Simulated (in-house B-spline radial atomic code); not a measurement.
# Kr⁴⁺: binding energies from hole states

Wanted: ΔSCF binding energies of Kr⁴⁺.

Method: Dirac-Hartree-Fock, average of configuration, Fermi nucleus, basis-set limit. Code: in-house B-spline radial atomic code version 1.

## Step 1: The system

* element: krypton (Z = 36)
* charge: +4
* electrons: 32
* configuration: [Ar] 3d10 4s2 4p2
* Hamiltonian: Dirac-Coulomb
* nucleus: Fermi, rms radius 4.188 fm

Outer shells as boxes (Hund's rule):

[Ar] 3d10 4s2 4p2
```
[Ar] core
3d [↑↓][↑↓][↑↓][↑↓][↑↓]
4s [↑↓]
4p [↑ ][↑ ][  ]
```

The boxes draw the filling by Hund's rule, which heavy ions in jj coupling don't follow; these runs average over all states of the configuration.

Settings, as recorded:

```ini
Z = 36
electrons = 32.0
configuration = [Ar] 3d10 4s2 4p2
hamiltonian = dirac
method = hf
spin_polarised = False
nucleus = fermi
rms_radius = 4.1884
mass_number = 84
atomic_mass = 83.91149772708
speed_of_light = 137.035999084
```

The reference is known from an earlier run: -2784.364456 hartree in all. Up to eight levels, counted from the top:

```csv
orbital,occupation,energy (eV),<r> (bohr)
3s1/2,2,-362.01,0.5264
3p1/2,2,-290.88,0.5312
3p3/2,4,-282.51,0.5409
3d3/2,4,-159.27,0.5467
3d5/2,6,-157.89,0.5504
4s1/2,2,-79.281,1.448
4p1/2,0.666667,-63.464,1.599
4p3/2,1.33333,-62.511,1.620
```

## Step 2: The 1s hole

The settings differ from step 1 so:

```diff
@@ -1,4 +1,4 @@
 Z = 36
-electrons = 32.0
-configuration = [Ar] 3d10 4s2 4p2
+electrons = 31.0
+configuration = 1s1 2s2 2p6 3s2 3p6 3d10 4s2 4p2
 hamiltonian = dirac
```

Results of the run (chosen fields of its result record, rounded):

```text
status: converged
iterations: 10
energy [hartree]: {"total": -2254.37885065, "kinetic": 2310.89298162, "nuclear": -5497.9044022, "coulomb": 1003.36869712, "exact_exchange": -70.7361271839}
breit [hartree]: {"gaunt": 0.7046851, "retardation": -0.09351997, "frequency_dependence": -0.004125987}
qed [hartree]: {"self_energy": 0.6140178, "uehling": -0.0621702, "wichmann_kroll": 0.0007037703}
recoil [hartree]: 0.01119236
total_with_corrections [hartree]: -2253.20806779
orbitals [hartree, bohr; first row names the columns]:
  - ["name", "occ", "eps", "<r>"]
  - ["1s1/2", 1.0, -550.95429, 0.041264]
  - ["2s1/2", 2.0, -78.605342, 0.17918]
  - ["2p1/2", 2.0, -72.34805, 0.15297]
  - ["2p3/2", 4.0, -70.153302, 0.15692]
  - ["3s1/2", 2.0, -14.891626, 0.51154]
  - ["3p1/2", 2.0, -12.344581, 0.5104]
  - ["3p3/2", 4.0, -11.999365, 0.51988]
  - ["3d3/2", 4.0, -7.2817494, 0.51548]
  - ["3d5/2", 6.0, -7.2210705, 0.51905]
  - ["4s1/2", 2.0, -3.6621496, 1.3579]
  - ["4p1/2", 0.66667, -3.0419205, 1.4685]
  - ["4p3/2", 1.3333, -2.9973422, 1.4884]
sum_r [bohr^k]: {"-1": 152.7199, "1": 16.31218, "2": 15.07271}
energy_minus_base [hartree]: 529.985605
energy_minus_base_with_corrections [hartree]: 528.775963
```

Wall time 0.77 s (1 thread, shared host).

energy_minus_base is the energy less that of the reference run.

## Step 3: The 2s hole

The settings differ from step 2 so:

```diff
@@ -2,3 +2,3 @@
 electrons = 31.0
-configuration = 1s1 2s2 2p6 3s2 3p6 3d10 4s2 4p2
+configuration = 1s2 2s1 2p6 3s2 3p6 3d10 4s2 4p2
 hamiltonian = dirac
```

From the record:

```text
status: converged
iterations: 10
energy [hartree]: {"total": -2711.04920326, "kinetic": 2782.68194464, "nuclear": -6456.26117902, "coulomb": 1048.18441345, "exact_exchange": -85.6543823389}
breit [hartree]: {"gaunt": 1.510473, "retardation": -0.1480684, "frequency_dependence": -0.007665659}
qed [hartree]: {"self_energy": 1.008652, "uehling": -0.1041527, "wichmann_kroll": 0.001179249}
recoil [hartree]: 0.01262389
total_with_corrections [hartree]: -2708.77616183
orbitals [hartree, bohr; first row names the columns]:
  - ["name", "occ", "eps", "<r>"]
  - ["1s1/2", 2.0, -536.17849, 0.041472]
  - ["2s1/2", 1.0, -77.410679, 0.18247]
  - ["2p1/2", 2.0, -69.966159, 0.15596]
  - ["2p3/2", 4.0, -67.929411, 0.15985]
  - ["3s1/2", 2.0, -14.700001, 0.51583]
  - ["3p1/2", 2.0, -12.15438, 0.5167]
  - ["3p3/2", 4.0, -11.827487, 0.52592]
  - ["3d3/2", 4.0, -7.3179086, 0.51675]
  - ["3d5/2", 6.0, -7.2592016, 0.52017]
  - ["4s1/2", 2.0, -3.6371094, 1.3671]
  - ["4p1/2", 0.66667, -3.0192505, 1.4802]
  - ["4p3/2", 1.3333, -2.9767034, 1.4995]
sum_r [bohr^k]: {"-1": 179.3412, "1": 16.29385, "2": 15.24095}
energy_minus_base [hartree]: 73.3152526
energy_minus_base_with_corrections [hartree]: 73.2078694
```

Run time: 0.77 s. Hardware: 1 thread, shared host.

## Step 4: The 2p1/2 hole

In configurations, a minus sign after the shell means j = l − 1/2 and a plus sign j = l + 1/2; the count of electrons follows.

The settings differ from step 3 so:

```diff
@@ -2,3 +2,3 @@
 electrons = 31.0
-configuration = 1s2 2s1 2p6 3s2 3p6 3d10 4s2 4p2
+configuration = 1s2 2s2 2p-1 2p+4 3s2 3p6 3d10 4s2 4p2
 hamiltonian = dirac
```

From the record:

```text
status: converged
iterations: 10
energy [hartree]: {"total": -2718.34619741, "kinetic": 2790.64102397, "nuclear": -6466.31737465, "coulomb": 1043.37150726, "exact_exchange": -86.0413539986}
breit [hartree]: {"gaunt": 1.453405, "retardation": -0.1376252, "frequency_dependence": -0.007318712}
qed [hartree]: {"self_energy": 1.062614, "uehling": -0.1092453, "wichmann_kroll": 0.001236462}
recoil [hartree]: 0.01327294
total_with_corrections [hartree]: -2716.06985815
orbitals [hartree, bohr; first row names the columns]:
  - ["name", "occ", "eps", "<r>"]
  - ["1s1/2", 2.0, -537.09518, 0.041431]
  - ["2s1/2", 2.0, -77.170059, 0.18126]
  - ["2p1/2", 1.0, -70.883519, 0.15673]
  - ["2p3/2", 4.0, -68.577556, 0.15938]
  - ["3s1/2", 2.0, -14.767146, 0.51507]
  - ["3p1/2", 2.0, -12.114894, 0.5165]
  - ["3p3/2", 4.0, -11.866024, 0.52459]
  - ["3d3/2", 4.0, -7.2758241, 0.5184]
  - ["3d5/2", 6.0, -7.2805932, 0.51842]
  - ["4s1/2", 2.0, -3.6457234, 1.3642]
  - ["4p1/2", 0.66667, -3.016019, 1.4816]
  - ["4p3/2", 1.3333, -2.9809966, 1.4971]
sum_r [bohr^k]: {"-1": 179.6206, "1": 16.29745, "2": 15.2112}
energy_minus_base [hartree]: 66.0182585
energy_minus_base_with_corrections [hartree]: 65.9141731
```

Wall time 0.76 s (1 thread, shared host).

## Step 5: The 2p3/2 hole

The settings differ from step 4 so:

```diff
@@ -2,3 +2,3 @@
 electrons = 31.0
-configuration = 1s2 2s2 2p-1 2p+4 3s2 3p6 3d10 4s2 4p2
+configuration = 1s2 2s2 2p-2 2p+3 3s2 3p6 3d10 4s2 4p2
 hamiltonian = dirac
```

From the record:

```text
status: converged
iterations: 10
energy [hartree]: {"total": -2720.32317805, "kinetic": 2796.74024646, "nuclear": -6475.09920934, "coulomb": 1044.19963367, "exact_exchange": -86.1638488507}
breit [hartree]: {"gaunt": 1.489422, "retardation": -0.1376228, "frequency_dependence": -0.005877268}
qed [hartree]: {"self_energy": 1.058301, "uehling": -0.1092971, "wichmann_kroll": 0.001237099}
recoil [hartree]: 0.01325296
total_with_corrections [hartree]: -2718.0137621
orbitals [hartree, bohr; first row names the columns]:
  - ["name", "occ", "eps", "<r>"]
  - ["1s1/2", 2.0, -536.9023, 0.041434]
  - ["2s1/2", 2.0, -77.128701, 0.1813]
  - ["2p1/2", 2.0, -70.572113, 0.15559]
  - ["2p3/2", 3.0, -68.598937, 0.16077]
  - ["3s1/2", 2.0, -14.764481, 0.51517]
  - ["3p1/2", 2.0, -12.190583, 0.51551]
  - ["3p3/2", 4.0, -11.828458, 0.52462]
  - ["3d3/2", 4.0, -7.3340948, 0.51539]
  - ["3d5/2", 6.0, -7.2415902, 0.52061]
  - ["4s1/2", 2.0, -3.6454104, 1.3643]
  - ["4p1/2", 0.66667, -3.0231899, 1.4781]
  - ["4p3/2", 1.3333, -2.9761463, 1.4993]
sum_r [bohr^k]: {"-1": 179.8645, "1": 16.29717, "2": 15.21571}
energy_minus_base [hartree]: 64.0412778
energy_minus_base_with_corrections [hartree]: 63.9702691
```

It took 0.76 s on 1 thread, shared host.

## Step 6: The 3s hole

The settings differ from step 5 so:

```diff
@@ -2,3 +2,3 @@
 electrons = 31.0
-configuration = 1s2 2s2 2p-2 2p+3 3s2 3p6 3d10 4s2 4p2
+configuration = 1s2 2s2 2p6 3s1 3p6 3d10 4s2 4p2
 hamiltonian = dirac
```

From the record:

```text
status: converged
iterations: 10
energy [hartree]: {"total": -2771.27346737, "kinetic": 2846.62526237, "nuclear": -6601.32629708, "coulomb": 1073.24752996, "exact_exchange": -89.8199626254}
breit [hartree]: {"gaunt": 1.568654, "retardation": -0.1507236, "frequency_dependence": -0.007350548}
qed [hartree]: {"self_energy": 1.049294, "uehling": -0.1081611, "wichmann_kroll": 0.001224389}
recoil [hartree]: 0.01306942
total_with_corrections [hartree]: -2768.90746054
orbitals [hartree, bohr; first row names the columns]:
  - ["name", "occ", "eps", "<r>"]
  - ["1s1/2", 2.0, -533.37643, 0.041469]
  - ["2s1/2", 2.0, -75.558996, 0.18282]
  - ["2p1/2", 2.0, -68.420669, 0.1573]
  - ["2p3/2", 4.0, -66.42225, 0.16123]
  - ["3s1/2", 1.0, -14.594903, 0.5257]
  - ["3p1/2", 2.0, -11.790111, 0.52545]
  - ["3p3/2", 4.0, -11.475308, 0.5349]
  - ["3d3/2", 4.0, -7.0537519, 0.53183]
  - ["3d5/2", 6.0, -7.0006034, 0.53523]
  - ["4s1/2", 2.0, -3.6080368, 1.3744]
  - ["4p1/2", 0.66667, -2.9950785, 1.4923]
  - ["4p3/2", 1.3333, -2.9526935, 1.5118]
sum_r [bohr^k]: {"-1": 183.3708, "1": 16.22241, "2": 15.38881}
energy_minus_base [hartree]: 13.0909885
energy_minus_base_with_corrections [hartree]: 13.0765707
```

Run time: 0.76 s. Hardware: 1 thread, shared host.

## Step 7: The 3p1/2 hole

The settings differ from step 6 so:

```diff
@@ -2,3 +2,3 @@
 electrons = 31.0
-configuration = 1s2 2s2 2p6 3s1 3p6 3d10 4s2 4p2
+configuration = 1s2 2s2 2p6 3s2 3p-1 3p+4 3d10 4s2 4p2
 hamiltonian = dirac
```

From the record:

```text
status: converged
iterations: 9
energy [hartree]: {"total": -2773.89324559, "kinetic": 2849.4267379, "nuclear": -6606.32031823, "coulomb": 1073.15588336, "exact_exchange": -90.1555486108}
breit [hartree]: {"gaunt": 1.561254, "retardation": -0.1492652, "frequency_dependence": -0.007316451}
qed [hartree]: {"self_energy": 1.058326, "uehling": -0.1089996, "wichmann_kroll": 0.001233804}
recoil [hartree]: 0.01318575
total_with_corrections [hartree]: -2771.52482744
orbitals [hartree, bohr; first row names the columns]:
  - ["name", "occ", "eps", "<r>"]
  - ["1s1/2", 2.0, -533.43166, 0.041465]
  - ["2s1/2", 2.0, -75.622175, 0.18255]
  - ["2p1/2", 2.0, -68.374083, 0.15753]
  - ["2p3/2", 4.0, -66.454562, 0.16118]
  - ["3s1/2", 2.0, -14.402512, 0.52207]
  - ["3p1/2", 1.0, -11.975576, 0.51979]
  - ["3p3/2", 4.0, -11.573081, 0.53413]
  - ["3d3/2", 4.0, -6.956297, 0.53284]
  - ["3d5/2", 6.0, -7.0256208, 0.53485]
  - ["4s1/2", 2.0, -3.6189487, 1.3742]
  - ["4p1/2", 0.66667, -2.9848489, 1.5034]
  - ["4p3/2", 1.3333, -2.9543988, 1.5111]
sum_r [bohr^k]: {"-1": 183.5095, "1": 16.21412, "2": 15.36562}
energy_minus_base [hartree]: 10.4712103
energy_minus_base_with_corrections [hartree]: 10.4592038
```

It took 0.69 s on 1 thread, shared host.

## Step 8: The 3p3/2 hole

The settings differ from step 7 so:

```diff
@@ -2,3 +2,3 @@
 electrons = 31.0
-configuration = 1s2 2s2 2p6 3s2 3p-1 3p+4 3d10 4s2 4p2
+configuration = 1s2 2s2 2p6 3s2 3p-2 3p+3 3d10 4s2 4p2
 hamiltonian = dirac
```

From the record:

```text
status: converged
iterations: 10
energy [hartree]: {"total": -2774.1924714, "kinetic": 2850.35494601, "nuclear": -6607.90650637, "coulomb": 1073.55960298, "exact_exchange": -90.2005140092}
breit [hartree]: {"gaunt": 1.566832, "retardation": -0.1492741, "frequency_dependence": -0.007080281}
qed [hartree]: {"self_energy": 1.057671, "uehling": -0.1090086, "wichmann_kroll": 0.001233914}
recoil [hartree]: 0.01317963
total_with_corrections [hartree]: -2771.81891741
orbitals [hartree, bohr; first row names the columns]:
  - ["name", "occ", "eps", "<r>"]
  - ["1s1/2", 2.0, -533.39531, 0.041465]
  - ["2s1/2", 2.0, -75.60249, 0.18256]
  - ["2p1/2", 2.0, -68.43302, 0.15726]
  - ["2p3/2", 4.0, -66.394894, 0.16142]
  - ["3s1/2", 2.0, -14.394843, 0.52213]
  - ["3p1/2", 2.0, -11.879889, 0.52495]
  - ["3p3/2", 3.0, -11.593774, 0.53297]
  - ["3d3/2", 4.0, -7.0578223, 0.53195]
  - ["3d5/2", 6.0, -6.944798, 0.53595]
  - ["4s1/2", 2.0, -3.6181669, 1.3745]
  - ["4p1/2", 0.66667, -2.9960159, 1.492]
  - ["4p3/2", 1.3333, -2.9457229, 1.5164]
sum_r [bohr^k]: {"-1": 183.5536, "1": 16.21041, "2": 15.36505}
energy_minus_base [hartree]: 10.1719845
energy_minus_base_with_corrections [hartree]: 10.1651138
```

It took 0.8 s on 1 thread, shared host.

Radial density 4πr²n(r) and radial functions P(r) = rR(r):

```csv
r (bohr),4πr²n,3p3/2,4p3/2
0.00321,3.943,0.0055,0.0020
0.00475,7.520,0.0116,0.0042
0.00701,13.55,0.0240,0.0086
0.0104,22.75,0.0493,0.0178
0.0153,33.79,0.0971,0.0349
0.0226,42.98,0.1846,0.0664
0.0333,44.39,0.3282,0.1178
0.0493,38.41,0.5338,0.1911
0.0727,38.34,0.7440,0.2644
0.107,50.10,0.8029,0.2792
0.159,49.82,0.4609,0.1430
0.234,32.57,-0.3509,-0.1597
0.346,33.21,-1.2378,-0.4390
0.511,32.85,-1.4652,-0.3321
0.755,14.00,-0.9230,0.2492
1.12,5.258,-0.2901,0.8461
1.65,2.802,-0.0384,0.8514
2.43,0.4549,-0.0010,0.3884
3.59,0.01065,0.0001,0.0661
5.31,1.611e-05,0.0000,0.0028
```

Clear maxima of the radial density (full grid of the record): 0.027, 0.13, 0.42 bohr.

X-ray form factor of the spherical density:

```csv
sinθ/λ (1/Å),f (electrons)
0,31.000
0.1,29.924
0.2,27.261
0.3,24.107
0.4,21.178
0.6,16.390
0.8,12.609
1,9.808
1.4,6.806
1.8,5.509
2.5,3.965
4,1.877
6,1.155
```

## Step 9: The 3d3/2 hole

The settings differ from step 8 so:

```diff
@@ -2,3 +2,3 @@
 electrons = 31.0
-configuration = 1s2 2s2 2p6 3s2 3p-2 3p+3 3d10 4s2 4p2
+configuration = 1s2 2s2 2p6 3s2 3p6 3d-3 3d+6 4s2 4p2
 hamiltonian = dirac
```

From the record:

```text
status: converged
iterations: 9
energy [hartree]: {"total": -2778.73320221, "kinetic": 2854.95284082, "nuclear": -6617.07864778, "coulomb": 1074.22202139, "exact_exchange": -90.8294166372}
breit [hartree]: {"gaunt": 1.574289, "retardation": -0.1509784, "frequency_dependence": -0.007309483}
qed [hartree]: {"self_energy": 1.058185, "uehling": -0.1089935, "wichmann_kroll": 0.00123376}
recoil [hartree]: 0.01320436
total_with_corrections [hartree]: -2776.35357119
orbitals [hartree, bohr; first row names the columns]:
  - ["name", "occ", "eps", "<r>"]
  - ["1s1/2", 2.0, -533.19356, 0.041471]
  - ["2s1/2", 2.0, -75.598583, 0.18262]
  - ["2p1/2", 2.0, -68.356701, 0.15724]
  - ["2p3/2", 4.0, -66.40944, 0.16128]
  - ["3s1/2", 2.0, -14.49486, 0.52152]
  - ["3p1/2", 2.0, -11.785437, 0.52527]
  - ["3p3/2", 4.0, -11.580012, 0.53393]
  - ["3d3/2", 3.0, -7.0622596, 0.53123]
  - ["3d5/2", 6.0, -7.0283852, 0.53423]
  - ["4s1/2", 2.0, -3.6187962, 1.3743]
  - ["4p1/2", 0.66667, -2.9893329, 1.4946]
  - ["4p3/2", 1.3333, -2.9527033, 1.5118]
sum_r [bohr^k]: {"-1": 183.8084, "1": 16.19691, "2": 15.32581}
energy_minus_base [hartree]: 5.63125369
energy_minus_base_with_corrections [hartree]: 5.63046005
```

It took 0.7 s on 1 thread, shared host.

## Step 10: The 3d5/2 hole

The settings differ from step 9 so:

```diff
@@ -2,3 +2,3 @@
 electrons = 31.0
-configuration = 1s2 2s2 2p6 3s2 3p6 3d-3 3d+6 4s2 4p2
+configuration = 1s2 2s2 2p6 3s2 3p6 3d-4 3d+5 4s2 4p2
 hamiltonian = dirac
```

From the record:

```text
status: converged
iterations: 10
energy [hartree]: {"total": -2778.7810748, "kinetic": 2855.09563468, "nuclear": -6617.3906752, "coulomb": 1074.35288133, "exact_exchange": -90.8389156112}
breit [hartree]: {"gaunt": 1.576536, "retardation": -0.1509782, "frequency_dependence": -0.00729441}
qed [hartree]: {"self_energy": 1.058021, "uehling": -0.1089928, "wichmann_kroll": 0.001233752}
recoil [hartree]: 0.01320399
total_with_corrections [hartree]: -2776.39934564
orbitals [hartree, bohr; first row names the columns]:
  - ["name", "occ", "eps", "<r>"]
  - ["1s1/2", 2.0, -533.18453, 0.041471]
  - ["2s1/2", 2.0, -75.590985, 0.18262]
  - ["2p1/2", 2.0, -68.401745, 0.15737]
  - ["2p3/2", 4.0, -66.373847, 0.16122]
  - ["3s1/2", 2.0, -14.492355, 0.52156]
  - ["3p1/2", 2.0, -11.904833, 0.5246]
  - ["3p3/2", 4.0, -11.517711, 0.53438]
  - ["3d3/2", 4.0, -7.0788715, 0.53098]
  - ["3d5/2", 5.0, -7.0140033, 0.53458]
  - ["4s1/2", 2.0, -3.6185099, 1.3744]
  - ["4p1/2", 0.66667, -2.9950855, 1.4923]
  - ["4p3/2", 1.3333, -2.9495498, 1.5131]
sum_r [bohr^k]: {"-1": 183.817, "1": 16.19567, "2": 15.32536}
energy_minus_base [hartree]: 5.5833811
energy_minus_base_with_corrections [hartree]: 5.5846856
```

It took 0.77 s on 1 thread, shared host.

## Step 11: The 4s hole

The settings differ from step 10 so:

```diff
@@ -2,3 +2,3 @@
 electrons = 31.0
-configuration = 1s2 2s2 2p6 3s2 3p6 3d-4 3d+5 4s2 4p2
+configuration = 1s2 2s2 2p6 3s2 3p6 3d10 4s1 4p2
 hamiltonian = dirac
```

From the record:

```text
status: converged
iterations: 9
energy [hartree]: {"total": -2781.46724859, "kinetic": 2857.49919603, "nuclear": -6638.20916892, "coulomb": 1091.45630855, "exact_exchange": -92.2135842568}
breit [hartree]: {"gaunt": 1.574931, "retardation": -0.1508954, "frequency_dependence": -0.007286348}
qed [hartree]: {"self_energy": 1.056259, "uehling": -0.1088252, "wichmann_kroll": 0.001231862}
recoil [hartree]: 0.01317484
total_with_corrections [hartree]: -2779.08865923
orbitals [hartree, bohr; first row names the columns]:
  - ["name", "occ", "eps", "<r>"]
  - ["1s1/2", 2.0, -532.54465, 0.041469]
  - ["2s1/2", 2.0, -74.887226, 0.18268]
  - ["2p1/2", 2.0, -67.689862, 0.15737]
  - ["2p3/2", 4.0, -65.693639, 0.1613]
  - ["3s1/2", 2.0, -13.97792, 0.5268]
  - ["3p1/2", 2.0, -11.375292, 0.53052]
  - ["3p3/2", 4.0, -11.067351, 0.54013]
  - ["3d3/2", 4.0, -6.5396914, 0.54453]
  - ["3d5/2", 6.0, -6.4885789, 0.54817]
  - ["4s1/2", 1.0, -3.5153853, 1.4072]
  - ["4p1/2", 0.66667, -2.8379668, 1.5458]
  - ["4p3/2", 1.3333, -2.7998006, 1.5661]
sum_r [bohr^k]: {"-1": 184.3953, "1": 15.67642, "2": 14.27294}
energy_minus_base [hartree]: 2.8972073
energy_minus_base_with_corrections [hartree]: 2.89537201
```

Run time: 0.7 s. Hardware: 1 thread, shared host.

## Step 12: The 4p hole

The settings differ from step 11 so:

```diff
@@ -2,3 +2,3 @@
 electrons = 31.0
-configuration = 1s2 2s2 2p6 3s2 3p6 3d10 4s1 4p2
+configuration = 1s2 2s2 2p6 3s2 3p6 3d10 4s2 4p1
 hamiltonian = dirac
```

From the record:

```text
status: converged
iterations: 9
energy [hartree]: {"total": -2782.06757345, "kinetic": 2858.1884637, "nuclear": -6641.02398561, "coulomb": 1093.50489277, "exact_exchange": -92.7369443161}
breit [hartree]: {"gaunt": 1.574659, "retardation": -0.1507269, "frequency_dependence": -0.007261204}
qed [hartree]: {"self_energy": 1.057458, "uehling": -0.1089427, "wichmann_kroll": 0.001233182}
recoil [hartree]: 0.01318604
total_with_corrections [hartree]: -2779.68796801
orbitals [hartree, bohr; first row names the columns]:
  - ["name", "occ", "eps", "<r>"]
  - ["1s1/2", 2.0, -532.49465, 0.041469]
  - ["2s1/2", 2.0, -74.841382, 0.18266]
  - ["2p1/2", 2.0, -67.637098, 0.15737]
  - ["2p3/2", 4.0, -65.64082, 0.1613]
  - ["3s1/2", 2.0, -13.937781, 0.52603]
  - ["3p1/2", 2.0, -11.320313, 0.53089]
  - ["3p3/2", 4.0, -11.012514, 0.54055]
  - ["3d3/2", 4.0, -6.4866991, 0.54498]
  - ["3d5/2", 6.0, -6.4356513, 0.54866]
  - ["4s1/2", 2.0, -3.4154291, 1.4151]
  - ["4p1/2", 0.33333, -2.8573418, 1.5453]
  - ["4p3/2", 0.66667, -2.8197607, 1.565]
sum_r [bohr^k]: {"-1": 184.4735, "1": 15.54469, "2": 13.81174}
energy_minus_base [hartree]: 2.29688244
energy_minus_base_with_corrections [hartree]: 2.29606323
```

Run time: 0.68 s. Hardware: 1 thread, shared host.

## Step 13: What the holes cost

| hole | ΔSCF (eV) | with Breit, QED, recoil (eV) | −ε of the parent (eV) | −ε less ΔSCF (eV) |
| --- | --- | --- | --- | --- |
| 1s | 14421.6 | 14388.7 | 14471.7 | 50.09 |
| 2s | 1995.01 | 1992.09 | 2018.81 | 23.80 |
| 2p1/2 | 1796.45 | 1793.62 | 1822.75 | 26.30 |
| 2p3/2 | 1742.65 | 1740.72 | 1768.44 | 25.79 |
| 3s | 356.22 | 355.83 | 362.01 | 5.78 |
| 3p1/2 | 284.94 | 284.61 | 290.88 | 5.94 |
| 3p3/2 | 276.79 | 276.61 | 282.51 | 5.72 |
| 3d3/2 | 153.23 | 153.21 | 159.27 | 6.04 |
| 3d5/2 | 151.93 | 151.97 | 157.89 | 5.96 |
| 4s | 78.837 | 78.787 | 79.281 | 0.44 |
| 4p | 62.501 | 62.479 | - | - |

Every ΔSCF value lies below −ε, since the other electrons relax into the hole: by 50.1 eV for 1s and 0.44 eV for 4s. The spin-orbit splitting of the 2p hole is 52.90 eV with those corrections. Two partly filled shells share a symmetry and can mix in the average, which may lower the energy, in these hole states: 2p1/2; 2p3/2; 3p1/2; 3p3/2. A dash stands where an open shell is averaged over j, so that no single parent level belongs to the hole. Values are for the free ion, measured from the vacuum level.
